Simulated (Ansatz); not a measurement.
# CH3Te: the cost of one run

The runs use Ansatz 0.2.0, Gaussian basis; PBE0-D4/def2-SVP.

**1. The starting structure**

5 atoms, charge -1, spin multiplicity 1.

Atoms are counted from 1 here; the program's logs count them from 0.

Bond lengths: C1–Te2 2.010 Å, C1–H3 1.091 Å, C1–H4 1.091 Å. Angles: Te2–C1–H3 119.0°, Te2–C1–H4 119.0°, H3–C1–H4 109.9°.

Coordinates:

```
C    -0.1851   -0.9087    0.2078
Te    1.1587    0.5856    0.2352
H    -1.0514   -0.8544    0.8693
H    -0.4760   -1.3422   -0.7506
H     0.5538    2.5196   -0.5618
```

**2. Dynamics**

File md/in.yaml:

```yaml
crystal:
  periodic: [false, false, false]
  atoms:
    - {symbol: C, position_ang: [-0.185130, -0.908660, 0.207800]}
    - {symbol: Te, position_ang: [1.158660, 0.585620, 0.235240]}
    - {symbol: H, position_ang: [-1.051420, -0.854390, 0.869310]}
    - {symbol: H, position_ang: [-0.475960, -1.342160, -0.750570]}
    - {symbol: H, position_ang: [0.553850, 2.519590, -0.561770]}
basis:
  gaussian: {orbitals: def2-SVP}
total_charge: -1
hamiltonian: {xc: pbe0, dispersion: d4}
md: {n_steps: 80, timestep: 0.75, temperature: 300, ensemble: nvt_langevin, seed: 516, friction: 0.002, initial_velocities: maxwell_boltzmann}
```

On the command line:

```sh
> ansatz run in.yaml --threads 2 --pin off --events-out ev --progress --plain --max-ram 3481MiB
```

What time and memory should one allow on 2 threads of Intel Xeon Platinum 8488C, shared host?

About 63 s, with a peak of 0.12 GiB.
